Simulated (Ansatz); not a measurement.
# FHSZn: how energies converge with the basis set

The task here is to estimate one member of a computed series from the others.

Program: Ansatz 0.2.0, Gaussian basis. Level of theory: one geometry, several basis sets. These are calculated values, not measurements.

Plan: PBE0-D4/def2-SVP; ωB97M-V/def2-SVP; PBE0-D4/def2-QZVPP; ωB97M-V/def2-QZVPP; the functionals' def2-TZVPP values are taken from earlier runs.

### Structure used throughout

An earlier PBE0-D4 in a triple-zeta def2 set relaxation fixed the geometry.

SMILES `[F][Zn][SH]`, 4 atoms, charge 0, spin multiplicity 1.

Atoms are counted from 1 here; the program's logs count them from 0.

Bond lengths: F1–Zn2 1.747 Å, Zn2–S3 2.141 Å, S3–H4 1.345 Å. Angles: F1–Zn2–S3 179.1°, Zn2–S3–H4 92.7°.

The first run:

in.yaml

```yaml
crystal:
  periodic: [false, false, false]
  atoms:
    - {symbol: F, position_ang: [-0.398253, 0.262047, 2.366709]}
    - {symbol: Zn, position_ang: [-0.313037, 0.146588, 0.625193]}
    - {symbol: S, position_ang: [-0.240035, 0.017730, -1.510967]}
    - {symbol: H, position_ang: [1.006925, -0.486666, -1.501234]}
basis:
  gaussian: {orbitals: def2-SVP}
hamiltonian: {xc: pbe0, dispersion: d4}
output: {orbitals: {seedname: orbitals}}
```

Among the steps run: PBE0-D4 in def2-SVP; ωB97M-V in def2-SVP; PBE0-D4 in def2-QZVPP; ωB97M-V in def2-QZVPP.

One table of the session follows, with a row left open; its other results are not shown here.

It belongs to the step «Functionals by basis». 

```
functional       basis  HOMO (eV)  LUMO (eV)
   PBE0-D4    def2-SVP      -7.49      -1.11
   PBE0-D4  def2-TZVPP      -7.83      -1.39
   PBE0-D4  def2-QZVPP          ?          ?
   ωB97M-V    def2-SVP      -9.64       0.47
   ωB97M-V  def2-TZVPP     -10.01       0.32
   ωB97M-V  def2-QZVPP     -10.03       0.04
```

**Question.** Estimate the row for PBE0-D4, def2-QZVPP.

The run gave: HOMO (eV): -7.83; LUMO (eV): -1.45.
